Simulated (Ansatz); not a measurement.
# YSi2Ir2: a short molecular-dynamics run

What does YSi2Ir2 do over 8 steps of 1 fs under a Langevin thermostat and barostat at 600 K and 10 GPa? The cell is a randomly packed cell of 10 atoms, taken as it stands, without a relaxation.

Program: Ansatz 0.2.0. Level of theory: DFT PBE, plane waves, PAW, scalar-relativistic, collinear spin. These are calculated values, not measurements.

## 1. The starting structure

The cell holds 10 atoms (Ir4Si4Y2): a = 5.056 Å, b = 6.099 Å, c = 5.371 Å, α = 96.48°, β = 90.41°, γ = 95.94°.

As a file:

```xyz
10
Lattice="5.0137 0.2253 -0.6115 -0.9250 6.0270 -0.1425 0.6277 -0.3909 5.3203" Properties=species:S:1:pos:R:3 pbc="T T T"
Ir    4.4850    2.2335    2.1720
Ir    2.4022    0.7453    1.7960
Ir    1.8793    2.1415    3.8597
Ir    1.4420    4.4465    0.6384
Y     4.0258    5.5798    1.1956
Y     3.7326    0.0037    4.1927
Si   -0.0236    2.5843    0.5357
Si    1.1169    4.2306    3.0121
Si    3.8003    3.5630    4.0146
Si    2.8581    2.5756    0.3746
```

## 2. Molecular dynamics

The input, input.yaml:

```yaml
crystal:
  lattice:
    - [5.01365, 0.22535, -0.611479]
    - [-0.925021, 6.027039, -0.142527]
    - [0.627653, -0.390888, 5.320288]
  atoms:
    - { symbol: Ir, position: [0.897716, 0.370825, 0.52136] }
    - { symbol: Ir, position: [0.454284, 0.132188, 0.393337] }
    - { symbol: Ir, position: [0.350086, 0.392567, 0.776227] }
    - { symbol: Ir, position: [0.399945, 0.734839, 0.185646] }
    - { symbol: "Y", position: [0.9271, 0.914207, 0.355763] }
    - { symbol: "Y", position: [0.642484, 0.032544, 0.862769] }
    - { symbol: Si, position: [0.060489, 0.434255, 0.119267] }
    - { symbol: Si, position: [0.28037, 0.73153, 0.617974] }
    - { symbol: Si, position: [0.764534, 0.61829, 0.859026] }
    - { symbol: Si, position: [0.6272, 0.413847, 0.153591] }
kpoints:
  mp_grid: { grid: [3, 3, 3] }
magnetization:
  spin_polarized: 2.5
scf:
  occupations: { method: cold, width: 0.15 }
  max_iter: 75
hamiltonian:
  pseudopotentials: { kind: paw }
  xc: pbe
basis:
  ecutwfc: 420
md:
  timestep: 1.0
  n_steps: 8
  ensemble: npt_langevin
  temperature: 600.0
  initial_velocities: maxwell_boltzmann
  seed: 243762
  pressure: 10.0
```

Started as:

```sh
> ansatz run input.yaml --threads 2 --pin off --max-ram 2560MiB --backend cpu --events-out ev --progress --plain --runs-dir out
```

What does the calculation give? Wanted: outcome.

The runs gave:

| quantity | value |
| --- | --- |
| outcome | refused |

The run has to be repeated with the input mended.
